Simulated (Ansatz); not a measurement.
**CuCH₂ (doublet): from Hartree-Fock to the top rungs, def2-SVP**

The task here is to estimate one member of a computed series from the others.

The runs use Ansatz 0.2.0, Gaussian basis; def2-SVP, core rule «outside noble gas», up to 10 orbitals frozen.

Plan: UHF; CCSD(T) on ROHF; CCSD(T) on UHF; CISD; CCSDT(Q) on ROHF; CCSDT(Q) on UHF; CASSCF and MRCISD+Q, 17 electrons in 12 orbitals; CASSCF and NEVPT2, 17 electrons in 12 orbitals.

8 further runs of the same task are left out: 3 for a known fault of the program, 5 set aside as unsound or not needed.

## What is computed

The geometry is a PBE0/def2-TZVP stationary point (not a proven minimum).

4 atoms, charge 0, spin multiplicity 2.

Atoms are counted from 1 here; the program's logs count them from 0.

Bond lengths: Cu1–C2 1.844 Å, C2–H3 1.088 Å, C2–H4 1.088 Å. Angles: Cu1–C2–H3 122.4°, Cu1–C2–H4 122.4°, H3–C2–H4 115.3°.

The first run:

Input file in.yaml:

```yaml
crystal:
  periodic: [false, false, false]
  atoms:
    - {symbol: Cu, position_ang: [0.000000, 0.000000, 0.348595]}
    - {symbol: C, position_ang: [0.000000, 0.000000, -1.495609]}
    - {symbol: H, position_ang: [0.000000, 0.918804, -2.077761]}
    - {symbol: H, position_ang: [0.000000, -0.918804, -2.077761]}
basis:
  gaussian: {orbitals: def2-SVP}
magnetization: {spin_polarized: true, initial_magnetization: 1}
hamiltonian: {xc: hf}
output: {orbitals: {seedname: orbitals}}
```

On the command line:

```console
$ ansatz run in.yaml --threads 1 --pin off --events-out ev --progress --plain --max-ram 4096MiB --backend cpu
```

Steps of the session up to this table: UHF; CCSD(T) on ROHF; CCSD(T) on UHF; CISD; CCSDT(Q) on ROHF; CCSDT(Q) on UHF; CASSCF and MRCISD+Q, 17 electrons in 12 orbitals; CASSCF and NEVPT2, 17 electrons in 12 orbitals.

One of the session's tables, all rows but one given; the rest of the session is left out.

| method | from RCCSDT(Q) (kJ/mol) |
| --- | --- |
| ROHF | +1144.6 |
| UHF | +1133.2 |
| RMP2 | -7.6 |
| UMP2 | -7.6 |
| CISD | +139.7 |
| RCCSD | +40.9 |
| UCCSD | +40.8 |
| RCCSD(T) | -6.0 |
| UCCSD(T) | -6.0 |
| RCCSDT | -8.4 |
| UCCSDT | ? |
| RCCSDT(Q) | 0 |
| UCCSDT(Q) | -3.5 |
| CASSCF valence | +974.2 |
| NEVPT2 valence | +81.5 |
| MRCISD valence | +95.6 |
| MRCISD+Q valence | +27.3 |

Q: Estimate the row for UCCSDT from the others.

As computed: from RCCSDT(Q) (kJ/mol): -8.5. In the column «from RCCSDT(Q) (kJ/mol)» it is the lowest.

With the free atoms at the same levels and basis (separate runs), the atomisation energy is 10.450 eV at RCCSDT(Q), 10.443 eV at RCCSD(T), 10.440 eV at UCCSD(T), 7.706 eV at ROHF.

To keep in mind: Restricted and unrestricted rows rest on different reference determinants; where their highest levels disagree by more than a few hundredths of an eV, they describe different states and don't form one ladder.
